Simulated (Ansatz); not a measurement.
# YCl: the cost of one run

Computed with Ansatz 0.2.0 (DFT PBEsol, scalar-relativistic, unless a step's input says otherwise).

### 1 The structure to begin with

It takes space group R-3m (No. 166, trigonal). The conventional cell has a = 3.752 Å, b = 3.752 Å, c = 27.525 Å, α = 90.00°, β = 90.00°, γ = 120.00°. Y (site symmetry 3m) has 3 Cl at 2.75 Å in its first shell of neighbours. Cl (site symmetry 3m) has 3 Y at 2.75 Å in its first shell of neighbours.

As a file:

```
Y Cl
1.0
     1.87615    1.08320    9.17500
    -1.87615    1.08320    9.17500
     0.00000   -2.16639    9.17500
Y Cl
2 2
Cartesian
  0.0000 0.0000 5.9682
  0.0000 0.0000 21.5568
  0.0000 0.0000 10.6880
  0.0000 0.0000 16.8370
```

Atoms are numbered in the order of the input: Y1, Y2, Cl3, Cl4.

### 2 The deformed structure

Space group R-3m before, R-3m after.

### 3 LAPW, all electrons

Contents of input.yaml:

```yaml
crystal:
  lattice:
    - [1.8949121292, 1.0940280279, 9.175]
    - [-1.8949121292, 1.0940280279, 9.175]
    - [0.0, -2.1880560557, 9.175]
  atoms:
    - { symbol: "Y", position: [0.21683, 0.21683, 0.21683] }
    - { symbol: "Y", position: [0.78317, 0.78317, 0.78317] }
    - { symbol: Cl, position: [0.3883, 0.3883, 0.3883] }
    - { symbol: Cl, position: [0.6117, 0.6117, 0.6117] }
kpoints:
  mp_grid: { grid: [8, 8, 8] }
  band_path:
    path:
      - [0.0, 0.0, 0.0]
      - [0.5, 0.5, 0.5]
      - [0.8238545305, 0.1761454695, 0.5]
      - [0.5, -0.1761454695, 0.1761454695]
      - [0.5, 0.0, 0.0]
      - [0.0, 0.0, 0.0]
      - [0.3380727348, -0.3380727348, 0.0]
      - [0.6619272652, 0.0, 0.3380727348]
      - [0.5, 0.0, 0.5]
    npoints: 5
scf:
  occupations: { method: fermi_dirac, width: 0.02 }
hamiltonian:
  xc: pbesol
  pseudopotentials: { kind: all_electron, lapw: { basis_error: 0.001 } }
output:
  forces: true
  stress: true
  eigenvalues: true
```

Command:

```sh
> ansatz run input.yaml --threads 1 --pin off --max-ram 4096MiB --backend cpu --events-out ev --progress --plain --runs-dir out
```

What time and memory should one allow on 1 thread of Arm Neoverse V2, shared host?

About 76 s, with a peak of 0.6 GiB.
